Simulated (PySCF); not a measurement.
# A gas-phase reaction: C2H6Be + ClH → CH3BeCl + CH4

Aim: the reaction energy of `[CH3][Be][CH3]` + `Cl` → `[CH3][Be][Cl]` + `C`.

Computed with PySCF 2.14.0; each step states its level. No surroundings beyond the atoms listed, unless a continuum is named. Atoms count from 0, parts from 1.

## Step 1: Starting point

Each species was relaxed by itself at PBE0-D3(BJ)/def2-SVPD.

## Step 2: Reaction energy: wB97M-D3(BJ)/def2-TZVPD

What the job is given:

```
{"job": {"kind": "react", "xc": "wB97M-D3(BJ)", "basis": "def2-TZVPD"}, "charge": 0, "multiplicity": 1}
-1 C2H6Be charge 0 multiplicity 1
C      0.301250     0.654810    -1.513410
Be     0.002700     0.000340     0.000680
C     -0.300180    -0.654700     1.513660
H     -0.618990     1.020740    -2.001380
H      0.750710    -0.076130    -2.208070
H      0.994540     1.512980    -1.475050
H      0.608420    -0.715670     2.137660
H     -0.706440    -1.679570     1.455680
H     -1.032890    -0.063090     2.089900

-1 ClH charge 0 multiplicity 1
Cl     0.644670    -0.006920     0.002470
H     -0.643460     0.008060    -0.001550

+1 CH3BeCl charge 0 multiplicity 1
C     -0.456900    -0.426110     0.181960
Be     0.711190     0.664710    -0.282090
Cl     1.993610     1.858950    -0.794660
H     -1.115880    -0.021910     0.969120
H     -1.110600    -0.718540    -0.657000
H     -0.021650    -1.357030     0.583030

+1 CH4 charge 0 multiplicity 1
C     -0.005230    -0.000030     0.001180
H      0.816370    -0.107300    -0.717750
H     -0.490460     0.973520    -0.140670
H      0.391140    -0.065780     1.021930
H     -0.737980    -0.800560    -0.158820
```

With the program's defaults for keys left out, this is: wB97M-D3(BJ)/def2-TZVPD reaction energy of separated species, gas phase.

Started as:

```console
$ OMP_NUM_THREADS=1 python cluster_run.py task.json out
```

The driver reads the jobs from task.json and runs them one after another.

The program printed:

```text
species 1 (C2H6Be)
coarse grid: 30280 points
cycle   1  E = -94.6000473741  dE =  8.104e-02  |g| = 3.044e-01  |ddm| = 3.443e+00
cycle   2  E = -94.6166723975  dE = -1.663e-02  |g| = 2.055e-01  |ddm| = 8.041e-01
cycle   3  E = -94.6272721868  dE = -1.060e-02  |g| = 2.325e-02  |ddm| = 1.695e-01
cycle   4  E = -94.6275740846  dE = -3.019e-04  |g| = 3.403e-03  |ddm| = 6.775e-02
cycle   5  E = -94.6275837845  dE = -9.700e-06  |g| = 8.474e-04  |ddm| = 1.251e-02
final grid: 65680 points
cycle   6  E = -94.6275788982  dE = -5.203e-07  |g| = 3.464e-04  |ddm| = 4.017e-03
cycle   7  E = -94.6275789663  dE = -6.808e-08  |g| = 1.113e-04  |ddm| = 9.668e-04
cycle   8  E = -94.6275789752  dE = -8.967e-09  |g| = 4.378e-05  |ddm| = 2.681e-04
cycle   9  E = -94.6275789770  dE = -1.743e-09  |g| = 4.014e-06  |ddm| = 2.018e-04
cycle  10  E = -94.6275789770  dE = -5.116e-12  |g| = 1.196e-06  |ddm| = 9.647e-06
converged SCF energy = -94.6275789770

species 2 (ClH)
coarse grid: 8792 points
cycle   1  E = -460.8503329735  dE = -8.165e-02  |g| = 2.169e-01  |ddm| = 7.239e-01
cycle   2  E = -460.8625126097  dE = -1.218e-02  |g| = 1.397e-01  |ddm| = 2.651e-01
cycle   3  E = -460.8670520953  dE = -4.539e-03  |g| = 1.358e-02  |ddm| = 9.818e-02
cycle   4  E = -460.8670931787  dE = -4.108e-05  |g| = 3.364e-03  |ddm| = 9.545e-03
cycle   5  E = -460.8670994272  dE = -6.249e-06  |g| = 8.516e-04  |ddm| = 3.915e-03
final grid: 17120 points
cycle   6  E = -460.8670681543  dE = -3.716e-07  |g| = 3.676e-04  |ddm| = 8.891e-04
cycle   7  E = -460.8670682006  dE = -4.627e-08  |g| = 1.618e-04  |ddm| = 3.981e-04
cycle   8  E = -460.8670682072  dE = -6.575e-09  |g| = 4.221e-05  |ddm| = 1.295e-04
cycle   9  E = -460.8670682085  dE = -1.316e-09  |g| = 3.974e-06  |ddm| = 6.531e-05
cycle  10  E = -460.8670682085  dE = -2.103e-12  |g| = 8.166e-07  |ddm| = 3.313e-06
converged SCF energy = -460.8670682085

species 3 (CH3BeCl)
coarse grid: 24000 points
cycle   1  E = -515.0039295187  dE =  1.500e-01  |g| = 2.747e-01  |ddm| = 2.370e+00
cycle   2  E = -515.0244110526  dE = -2.048e-02  |g| = 1.812e-01  |ddm| = 6.460e-01
cycle   3  E = -515.0320770678  dE = -7.666e-03  |g| = 2.515e-02  |ddm| = 1.875e-01
cycle   4  E = -515.0324150501  dE = -3.380e-04  |g| = 6.594e-03  |ddm| = 5.573e-02
cycle   5  E = -515.0324460106  dE = -3.096e-05  |g| = 3.343e-03  |ddm| = 1.647e-02
cycle   6  E = -515.0324495505  dE = -3.540e-06  |g| = 6.892e-04  |ddm| = 3.983e-03
final grid: 50104 points
cycle   7  E = -515.0323807661  dE = -2.512e-07  |g| = 4.901e-04  |ddm| = 3.717e-03
cycle   8  E = -515.0323808119  dE = -4.582e-08  |g| = 3.613e-04  |ddm| = 6.770e-04
cycle   9  E = -515.0323808447  dE = -3.281e-08  |g| = 4.385e-05  |ddm| = 2.889e-04
cycle  10  E = -515.0323808467  dE = -2.034e-09  |g| = 5.534e-06  |ddm| = 1.482e-04
cycle  11  E = -515.0323808467  dE = -1.091e-11  |g| = 1.180e-06  |ddm| = 9.396e-06
converged SCF energy = -515.0323808467

species 4 (CH4)
coarse grid: 15072 points
cycle   1  E = -40.5278898428  dE = -1.934e-01  |g| = 1.334e-01  |ddm| = 1.251e+00
cycle   2  E = -40.5303025571  dE = -2.413e-03  |g| = 8.952e-02  |ddm| = 1.942e-01
cycle   3  E = -40.5321676923  dE = -1.865e-03  |g| = 5.682e-03  |ddm| = 4.934e-02
cycle   4  E = -40.5321774128  dE = -9.721e-06  |g| = 3.950e-04  |ddm| = 1.282e-02
final grid: 32696 points
cycle   5  E = -40.5321632739  dE = -1.088e-07  |g| = 1.034e-04  |ddm| = 3.183e-03
cycle   6  E = -40.5321632813  dE = -7.390e-09  |g| = 3.672e-05  |ddm| = 8.144e-04
cycle   7  E = -40.5321632819  dE = -6.458e-10  |g| = 1.994e-05  |ddm| = 2.236e-04
converged SCF energy = -40.5321632819

Reaction energy = -43.696 kcal/mol
```

It took 24 s on 1 thread of Arm Neoverse N1, shared host; peak memory 0.56 GiB.

Species by species (with the dispersion term, which the log's SCF energies lack):

```csv
ν,species,energy (Eh),HOMO (eV)
-1,[CH3][Be][CH3],-94.63424,-10.48
-1,Cl,-460.86761,-11.93
+1,[CH3][Be][Cl],-515.03693,-11.44
+1,C,-40.53455,-13.46
```

## Step 3: Energies of the species: PBE0-D3(BJ)/def2-TZVPD

Settings changed since step 2:

```diff
@@ -1,2 +1,2 @@
-{"job": {"kind": "react", "xc": "wB97M-D3(BJ)", "basis": "def2-TZVPD"}, "charge": 0, "multiplicity": 1}
+{"job": {"kind": "react", "xc": "PBE0", "basis": "def2-TZVPD", "disp": "d3bj"}, "charge": 0, "multiplicity": 1}
 -1 C2H6Be charge 0 multiplicity 1
```

Level: PBE0-D3(BJ)/def2-TZVPD reaction energy of separated species, gas phase.

The program printed:

```text
species 1 (C2H6Be)
coarse grid: 6960 points
cycle   1  E = -94.4133739049  dE = -5.256e-02  |g| = 5.081e-01  |ddm| = 3.748e+00
cycle   2  E = -94.3940368155  dE =  1.934e-02  |g| = 5.682e-01  |ddm| = 1.009e+00
cycle   3  E = -94.4802496655  dE = -8.621e-02  |g| = 1.053e-02  |ddm| = 5.116e-01
cycle   4  E = -94.4802848059  dE = -3.514e-05  |g| = 1.415e-03  |ddm| = 3.127e-02
cycle   5  E = -94.4802853855  dE = -5.796e-07  |g| = 6.255e-04  |ddm| = 3.548e-03
final grid: 65680 points
cycle   6  E = -94.4728064248  dE = -4.175e-05  |g| = 7.017e-03  |ddm| = 1.837e-01
cycle   7  E = -94.4728025503  dE =  3.874e-06  |g| = 8.040e-03  |ddm| = 1.213e-02
cycle   8  E = -94.4728186130  dE = -1.606e-05  |g| = 9.488e-05  |ddm| = 6.033e-03
cycle   9  E = -94.4728186152  dE = -2.231e-09  |g| = 5.629e-05  |ddm| = 3.521e-04
cycle  10  E = -94.4728186163  dE = -1.055e-09  |g| = 4.904e-06  |ddm| = 8.942e-05
cycle  11  E = -94.4728186163  dE = -6.111e-12  |g| = 1.525e-06  |ddm| = 8.253e-06
converged SCF energy = -94.4728186163

species 2 (ClH)
coarse grid: 2248 points
cycle   1  E = -460.6537836715  dE = -4.644e-02  |g| = 1.882e-01  |ddm| = 7.411e-01
cycle   2  E = -460.6558523676  dE = -2.069e-03  |g| = 1.902e-01  |ddm| = 3.151e-01
cycle   3  E = -460.6653813949  dE = -9.529e-03  |g| = 1.506e-02  |ddm| = 1.513e-01
cycle   4  E = -460.6654034522  dE = -2.206e-05  |g| = 2.693e-03  |ddm| = 7.323e-03
cycle   5  E = -460.6654050000  dE = -1.548e-06  |g| = 1.111e-03  |ddm| = 2.553e-03
final grid: 17120 points
cycle   6  E = -460.6658902709  dE = -4.429e-06  |g| = 2.164e-03  |ddm| = 7.337e-03
cycle   7  E = -460.6658903004  dE = -2.950e-08  |g| = 1.795e-03  |ddm| = 2.512e-03
cycle   8  E = -460.6658909181  dE = -6.177e-07  |g| = 1.533e-04  |ddm| = 1.363e-03
cycle   9  E = -460.6658909250  dE = -6.902e-09  |g| = 2.147e-05  |ddm| = 1.086e-04
cycle  10  E = -460.6658909251  dE = -9.885e-11  |g| = 4.934e-06  |ddm| = 1.681e-05
converged SCF energy = -460.6658909251

species 3 (CH3BeCl)
coarse grid: 5632 points
cycle   1  E = -514.6970083813  dE =  5.586e-02  |g| = 3.935e-01  |ddm| = 2.582e+00
cycle   2  E = -514.6901140734  dE =  6.894e-03  |g| = 4.301e-01  |ddm| = 7.233e-01
cycle   3  E = -514.7378936852  dE = -4.778e-02  |g| = 2.351e-02  |ddm| = 3.511e-01
cycle   4  E = -514.7380018930  dE = -1.082e-04  |g| = 1.338e-02  |ddm| = 3.728e-02
cycle   5  E = -514.7380400749  dE = -3.818e-05  |g| = 1.926e-03  |ddm| = 1.299e-02
cycle   6  E = -514.7380406688  dE = -5.939e-07  |g| = 9.068e-04  |ddm| = 2.753e-03
final grid: 50104 points
cycle   7  E = -514.7344338904  dE = -2.790e-05  |g| = 5.793e-03  |ddm| = 9.858e-02
cycle   8  E = -514.7344317352  dE =  2.155e-06  |g| = 6.366e-03  |ddm| = 9.157e-03
cycle   9  E = -514.7344413977  dE = -9.662e-06  |g| = 2.815e-04  |ddm| = 4.913e-03
cycle  10  E = -514.7344414115  dE = -1.383e-08  |g| = 1.030e-04  |ddm| = 2.908e-04
cycle  11  E = -514.7344414137  dE = -2.188e-09  |g| = 2.407e-05  |ddm| = 1.061e-04
cycle  12  E = -514.7344414139  dE = -1.664e-10  |g| = 4.183e-06  |ddm| = 2.458e-05
converged SCF energy = -514.7344414139

species 4 (CH4)
coarse grid: 3568 points
cycle   1  E = -40.4580685719  dE = -2.007e-01  |g| = 2.716e-01  |ddm| = 1.400e+00
cycle   2  E = -40.4544203949  dE =  3.648e-03  |g| = 2.994e-01  |ddm| = 3.086e-01
cycle   3  E = -40.4772386536  dE = -2.282e-02  |g| = 2.108e-03  |ddm| = 1.505e-01
cycle   4  E = -40.4772394771  dE = -8.235e-07  |g| = 2.138e-04  |ddm| = 2.652e-03
final grid: 32696 points
cycle   5  E = -40.4741139644  dE = -1.385e-05  |g| = 4.502e-03  |ddm| = 5.505e-02
cycle   6  E = -40.4741129268  dE =  1.038e-06  |g| = 4.928e-03  |ddm| = 5.867e-03
cycle   7  E = -40.4741188251  dE = -5.898e-06  |g| = 3.246e-05  |ddm| = 2.494e-03
cycle   8  E = -40.4741188254  dE = -3.373e-10  |g| = 8.953e-06  |ddm| = 8.554e-05
converged SCF energy = -40.4741188254

Reaction energy = -43.776 kcal/mol
```

Wall time 11 s (1 thread of Arm Neoverse N1, shared host); peak memory 0.54 GiB.

Reaction energy at this level: -43.78 kcal/mol.

## Step 4: Reaction energy: MP2/def2-TZVPD

Settings changed since step 3:

```diff
@@ -1,2 +1,2 @@
-{"job": {"kind": "react", "xc": "PBE0", "basis": "def2-TZVPD", "disp": "d3bj"}, "charge": 0, "multiplicity": 1}
+{"job": {"kind": "react", "xc": "MP2", "basis": "def2-TZVPD"}, "charge": 0, "multiplicity": 1}
 -1 C2H6Be charge 0 multiplicity 1
```

Method: MP2/def2-TZVPD reaction energy of separated species, gas phase.

The program printed:

```text
species 1 (C2H6Be)
final grid: 65680 points
cycle   1  E = -93.8701067173  dE =  1.326e-01  |g| = 2.653e-01  |ddm| = 2.950e+00
cycle   2  E = -93.8982118760  dE = -2.811e-02  |g| = 6.682e-02  |ddm| = 5.744e-01
cycle   3  E = -93.9007115189  dE = -2.500e-03  |g| = 2.293e-02  |ddm| = 1.677e-01
cycle   4  E = -93.9008979289  dE = -1.864e-04  |g| = 4.296e-03  |ddm| = 3.599e-02
cycle   5  E = -93.9009118465  dE = -1.392e-05  |g| = 9.532e-04  |ddm| = 1.869e-02
cycle   6  E = -93.9009125744  dE = -7.279e-07  |g| = 2.192e-04  |ddm| = 4.359e-03
cycle   7  E = -93.9009126049  dE = -3.053e-08  |g| = 1.833e-05  |ddm| = 1.144e-03
cycle   8  E = -93.9009126052  dE = -2.228e-10  |g| = 2.586e-06  |ddm| = 1.671e-04
converged SCF energy = -93.9009126052

species 2 (ClH)
final grid: 17120 points
cycle   1  E = -460.0817347910  dE = -1.009e-01  |g| = 2.132e-01  |ddm| = 7.101e-01
cycle   2  E = -460.0969049597  dE = -1.517e-02  |g| = 8.401e-02  |ddm| = 2.053e-01
cycle   3  E = -460.0986383534  dE = -1.733e-03  |g| = 1.826e-02  |ddm| = 5.472e-02
cycle   4  E = -460.0988469211  dE = -2.086e-04  |g| = 6.315e-03  |ddm| = 1.638e-02
cycle   5  E = -460.0988769212  dE = -3.000e-05  |g| = 1.289e-03  |ddm| = 7.398e-03
cycle   6  E = -460.0988781373  dE = -1.216e-06  |g| = 2.808e-04  |ddm| = 1.659e-03
cycle   7  E = -460.0988781906  dE = -5.327e-08  |g| = 4.150e-05  |ddm| = 4.895e-04
cycle   8  E = -460.0988781913  dE = -7.338e-10  |g| = 7.806e-06  |ddm| = 6.177e-05
converged SCF energy = -460.0988781913

species 3 (CH3BeCl)
final grid: 50104 points
cycle   1  E = -513.8287537522  dE =  1.943e-01  |g| = 2.727e-01  |ddm| = 2.112e+00
cycle   2  E = -513.8597751458  dE = -3.102e-02  |g| = 9.909e-02  |ddm| = 5.455e-01
cycle   3  E = -513.8629196202  dE = -3.144e-03  |g| = 3.225e-02  |ddm| = 1.499e-01
cycle   4  E = -513.8633818630  dE = -4.622e-04  |g| = 5.867e-03  |ddm| = 6.052e-02
cycle   5  E = -513.8634084859  dE = -2.662e-05  |g| = 1.604e-03  |ddm| = 1.810e-02
cycle   6  E = -513.8634105118  dE = -2.026e-06  |g| = 4.757e-04  |ddm| = 6.002e-03
cycle   7  E = -513.8634106298  dE = -1.180e-07  |g| = 1.298e-04  |ddm| = 1.138e-03
cycle   8  E = -513.8634106391  dE = -9.330e-09  |g| = 1.934e-05  |ddm| = 3.680e-04
cycle   9  E = -513.8634106394  dE = -2.659e-10  |g| = 3.503e-06  |ddm| = 7.091e-05
converged SCF energy = -513.8634106394

species 4 (CH4)
final grid: 32696 points
cycle   1  E = -40.2047135025  dE = -1.974e-01  |g| = 1.529e-01  |ddm| = 1.221e+00
cycle   2  E = -40.2121421068  dE = -7.429e-03  |g| = 3.682e-02  |ddm| = 2.041e-01
cycle   3  E = -40.2127050643  dE = -5.630e-04  |g| = 6.404e-03  |ddm| = 3.827e-02
cycle   4  E = -40.2127181637  dE = -1.310e-05  |g| = 1.642e-03  |ddm| = 1.100e-02
cycle   5  E = -40.2127196895  dE = -1.526e-06  |g| = 2.165e-04  |ddm| = 6.916e-03
cycle   6  E = -40.2127197227  dE = -3.320e-08  |g| = 2.839e-05  |ddm| = 1.798e-03
cycle   7  E = -40.2127197231  dE = -4.270e-10  |g| = 1.324e-06  |ddm| = 7.250e-05
converged SCF energy = -40.2127197231

Reaction energy = -45.258 kcal/mol
```

It took 3.9 s on 1 thread of Arm Neoverse N1, shared host; peak memory 0.34 GiB.

Reaction energy at this level: -45.26 kcal/mol.

## Step 5: Comparing the runs

Energies in kcal/mol, with wall time:

```csv
run,reaction,time
wB97M-D3(BJ)/def2-TZVPD,-43.70,24 s
PBE0-D3(BJ)/def2-TZVPD,-43.78,11 s
MP2/def2-TZVPD,-45.26,3.9 s
```

## Step 6: What came out

| quantity | value |
| --- | --- |
| reaction energy (wB97M-D3(BJ)/def2-TZVPD) | -43.70 kcal/mol |
| ΔH, ΔG at 298 K (xTB thermal terms) | -39.5, -39.6 kcal/mol |
| range of the reaction energy over the runs of this table | -45.26 to -43.70 kcal/mol |

The reaction is exothermic by 39.5 kcal/mol in the gas phase; dispersion gives +0.16, and xTB itself gave -58.41 for the electronic energy (xTB energies and thermal terms come from the earlier relaxation of each species, not shown). No barrier was sought. xTB and this level differ widely in the electronic energy, so what comes from xTB (the thermal terms above all) is less safe here. The reaction energy runs from -45.26 (MP2/def2-TZVPD) to -43.70 kcal/mol (wB97M-D3(BJ)/def2-TZVPD).
